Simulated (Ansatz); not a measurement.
# BFH3NO: how energies converge with the basis set

Aim: see how fast density functionals converge with the basis set for BFH3NO.

Program: Ansatz 0.2.0, Gaussian basis. Level of theory: one geometry, several basis sets. These are calculated values, not measurements.

Levels to be run: PBE0-D4/def2-SVP; ωB97M-V/def2-SVP; PBE0-D4/def2-QZVPP; ωB97M-V/def2-QZVPP; the functionals' def2-TZVPP values are taken from earlier runs.

## 1. The relaxed structure

The geometry comes from an earlier relaxation with PBE0-D4 in a triple-zeta def2 set; it is a stationary point, not always the lowest conformer.

SMILES `NB(O)F`, 7 atoms, charge 0, spin multiplicity 1.

Atoms are counted from 1 here; the program's logs count them from 0.

Bond lengths: N1–B2 1.406 Å, N1–H5 1.004 Å, N1–H6 1.003 Å, B2–O3 1.363 Å, B2–F4 1.337 Å, O3–H7 0.957 Å. Angles: B2–N1–H5 121.1°, B2–N1–H6 124.7°, H5–N1–H6 114.2°, N1–B2–O3 125.7°, N1–B2–F4 118.3°, O3–B2–F4 116.0°, B2–O3–H7 114.6°.

As a file:

```csv
atom,x (Å),y (Å),z (Å)
N1,-0.5318,0.7534,-0.0321
B2,0.0393,-0.5057,-0.2888
O3,1.1063,-1.0443,0.3670
F4,-0.4948,-1.2582,-1.2563
H5,-1.3204,1.0817,-0.5597
H6,-0.2101,1.3943,0.6685
H7,1.4727,-0.4892,1.0557
```

## 2. PBE0-D4 in def2-SVP

Contents of in.yaml:

```yaml
crystal:
  periodic: [false, false, false]
  atoms:
    - {symbol: N, position_ang: [-0.531796, 0.753355, -0.032135]}
    - {symbol: B, position_ang: [0.039290, -0.505707, -0.288805]}
    - {symbol: O, position_ang: [1.106278, -1.044256, 0.366996]}
    - {symbol: F, position_ang: [-0.494758, -1.258237, -1.256257]}
    - {symbol: H, position_ang: [-1.320361, 1.081730, -0.559678]}
    - {symbol: H, position_ang: [-0.210145, 1.394327, 0.668472]}
    - {symbol: H, position_ang: [1.472692, -0.489212, 1.055706]}
basis:
  gaussian: {orbitals: def2-SVP}
hamiltonian: {xc: pbe0, dispersion: d4}
output: {orbitals: {seedname: orbitals}}
```

After this run come: ωB97M-V in def2-SVP; PBE0-D4 in def2-QZVPP; ωB97M-V in def2-QZVPP.

Before running them: what should the planned runs give, taken together? Wanted: PBE0-D4: double and triple zeta above quadruple; ωB97M-V: double and triple zeta above quadruple.

As calculated:

| quantity | value |
| --- | --- |
| PBE0-D4: double and triple zeta above quadruple | 8.84, 0.40 eV |
| ωB97M-V: double and triple zeta above quadruple | 9.01, 0.38 eV |

In words: PBE0-D4 gains 8.44 eV from double to triple zeta, then 0.40 eV more. These are total energies; as a rule much of such shifts cancels in differences, which this series doesn't test. The LUMO of ωB97M-V is positive and keeps falling with the basis (2.89 to 1.32 eV): an unbound level that the basis holds in place.
